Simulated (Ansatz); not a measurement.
The system is Co2Pd.

```
CELL_PARAMETERS angstrom
2.63793 0.00000 0.00000
-1.31897 2.28451 0.00000
0.00000 0.00000 6.31934
ATOMIC_POSITIONS crystal
Pd 0.00000 0.00000 0.00000
Co 0.66667 0.33333 0.34978
Co 0.33333 0.66667 0.65022
```

The cell comes from a database or a generator and needn't be the stable form of this composition.

Base run:

```yaml
Program: Ansatz 0.2.0
Functional: PBEsol
Potentials_or_basis: Ansatz PAW
Cutoff: "420 eV (not typed: the program's choice for these potentials)"
k_mesh: 10 × 10 × 4
Occupations: fermi-dirac, width 0.05 eV
Spin: collinear spin, ferromagnetic start
Starting_moments: "[0.0, 0.5, 0.5] μB"
Fixed_moment: 1 μB
```

Its results: pressure -16.5 GPa; site moments Pd -0.12; Co +0.60 μB; largest force 0.311 eV/Å.

Problem. After a change of settings the same cell gave: pressure -14.7 GPa; site moments Pd -0.16; Co +1.15 μB; largest force 0.340 eV/Å. Which change was it?
A. fixed moment from 1 μB to 6 μB; moments at the start from [0.0, 0.5, 0.5] to [0.0, 3.0, 3.0]
B. fixed moment from 1 μB to 2 μB; moments at the start from [0.0, 0.5, 0.5] to [0.0, 1.0, 1.0]
C. fixed moment from 1 μB to 5 μB; moments at the start from [0.0, 0.5, 0.5] to [0.0, 2.5, 2.5]
D. fixed moment from 1 μB to 3 μB; moments at the start from [0.0, 0.5, 0.5] to [0.0, 1.5, 1.5]

Solution. B.

Caveats: the total moment is fixed, so each spin has its own Fermi level; the PAW data sets come from PBE, with cores solved anew for the run's functional, which leaves a small shift of forces and pressure; the thresholds are loose for stress.
